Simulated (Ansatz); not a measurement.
# Sb: the cost of one run

Method: DFT PBEsol, scalar-relativistic, in Ansatz 0.2.0.

## 1. The starting structure

The structure is hexagonal, space group P6_3/mmc (No. 194). The conventional cell has a = 3.369 Å, b = 3.369 Å, c = 5.330 Å, α = 90.00°, β = 90.00°, γ = 120.00°. Sb (site symmetry -6m2) is surrounded by 12 Sb at 3.30 to 3.37 Å.

Coordinates:

```cif
data_structure
_symmetry_space_group_name_H-M 'P6_3/mmc'
_symmetry_Int_Tables_number 194
_cell_length_a 3.3690
_cell_length_b 3.3690
_cell_length_c 5.3300
_cell_angle_alpha 90.000
_cell_angle_beta 90.000
_cell_angle_gamma 120.000
_cell_volume 52.39
loop_
_atom_site_label
_atom_site_type_symbol
_atom_site_symmetry_multiplicity
_atom_site_Wyckoff_symbol
_atom_site_fract_x
_atom_site_fract_y
_atom_site_fract_z
_atom_site_occupancy
Sb1 Sb 2 c 0.33333 0.66667 0.25000 1
```

The file gives the conventional cell by its symmetry; the runs use the cell typed in the input.

Atoms are numbered in the order of the input: Sb1, Sb2.

## 2. The deformed structure

Space group P6_3/mmc before, P6_3/mmc after.

## 3. LAPW, all electrons

Input file input.yaml:

```yaml
crystal:
  lattice:
    - [3.4700701849, 0.0, 0.0]
    - [-1.7350350925, 3.005168933, 0.0]
    - [0.0, 0.0, 5.33]
  atoms:
    - { symbol: Sb, position: [0.3333333333, 0.6666666667, 0.25] }
    - { symbol: Sb, position: [0.6666666667, 0.3333333333, 0.75] }
kpoints:
  mp_grid: { grid: [12, 12, 7] }
  band_path:
    path:
      - [0.0, 0.0, 0.0]
      - [0.5, 0.0, 0.0]
      - [0.3333333333, 0.3333333333, 0.0]
      - [0.0, 0.0, 0.0]
      - [0.0, 0.0, 0.5]
      - [0.5, 0.0, 0.5]
      - [0.3333333333, 0.3333333333, 0.5]
      - [0.0, 0.0, 0.5]
      - [0.5, 0.0, 0.5]
    npoints: 5
scf:
  occupations: { method: fermi_dirac, width: 0.05 }
hamiltonian:
  xc: pbesol
  pseudopotentials: { kind: all_electron, lapw: { basis_error: 0.0005 } }
output:
  forces: true
  stress: true
  eigenvalues: true
```

Started as:

```
> ansatz run input.yaml --threads 1 --pin off --max-ram 3072MiB --backend cpu --events-out ev --progress --plain --runs-dir out
```

Q: Estimate wall time and peak memory on 1 thread of Arm Neoverse V1, shared host.

About 21 s, with a peak of 0.37 GiB.
